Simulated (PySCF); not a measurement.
# Br6Tc ([TcBr6]2-): the cost of one run

Computed with PySCF 2.14.0 and routines of our own; the level stands in each step. Atoms count from 0.

### 1 The starting structure

7 atoms, charge -2, states of the metal's open shell are computed; geometry from: model start, shaken.

### 2 Relaxing the molecule at PBE0-D3(BJ)/def2-SVP

Job settings and geometry (Å):

```
{"job": {"xc": "PBE0", "basis": "def2-SVP", "d3": "d3bj", "grid": 1, "maxiter": 45, "solvent": "water", "kind": "geom"}, "charge": -2, "metal": "Tc", "open_shell": "d3"}
Tc     0.000020     0.004480    -0.004110
Br    -0.013360    -0.006820     2.490130
Br     0.000900     0.020100    -2.512380
Br     2.495690     0.007350     0.005350
Br    -2.503420    -0.013960    -0.000440
Br     0.010430     2.484840    -0.006860
Br    -0.028520    -2.524340    -0.027630
```

Command:

```bash
OMP_NUM_THREADS=1 python lf_run.py task.json out
```

This one command runs all jobs of the session in turn.

**Question.** How long does this first job take on 1 thread of Arm Neoverse V1, shared host, and how much memory does it need?

About 38 min, with a peak of 2.2 GiB.
